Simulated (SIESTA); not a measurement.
Crystal: HfB.

```
Hf B
1.0
     0.00000    2.31000    2.31000
     2.31000    0.00000    2.31000
     2.31000    2.31000    0.00000
Hf B
1 1
Direct
  0.50000 0.50000 0.50000
  0.00000 0.00000 0.00000
```

Base run:

* Program: SIESTA 5.4.2
* Functional: PBE
* Potentials or basis: PseudoDojo 0.4 standard (PBE files)
* Basis: DZP (energy shift 0.003 Ry; two zetas on semicore shells)
* Grid cutoff: 800 Ry
* Energy shift: 0.003 Ry
* k mesh: 10 × 10 × 10
* Occupations: fermi-dirac, width 0.05 eV
* Spin: no spin polarisation

Its results: band gap on the k mesh none (metal or under the smearing width); pressure 31.7 GPa.

Problem. The run is repeated on the same cell with these changes: potentials or basis from PseudoDojo 0.4 standard (PBE files) to PseudoDojo 0.4 standard (PBE files, fully relativistic); spin from no spin polarisation to non-collinear spin, zero start, spin-orbit coupling. What comes out?

Solution. Band gap on the k mesh none (metal or under the smearing width); pressure 29.0 GPa; net moment 0.00 μB per cell.

Caveats: a pressure of tens of GPa on the cell as given is suspect, and the run, the potentials or the cell itself is likely at fault; short orbitals over semicore shells can move pressures by several GPa; the basis of atomic orbitals isn't converged, which shifts pressures, moduli and gaps.
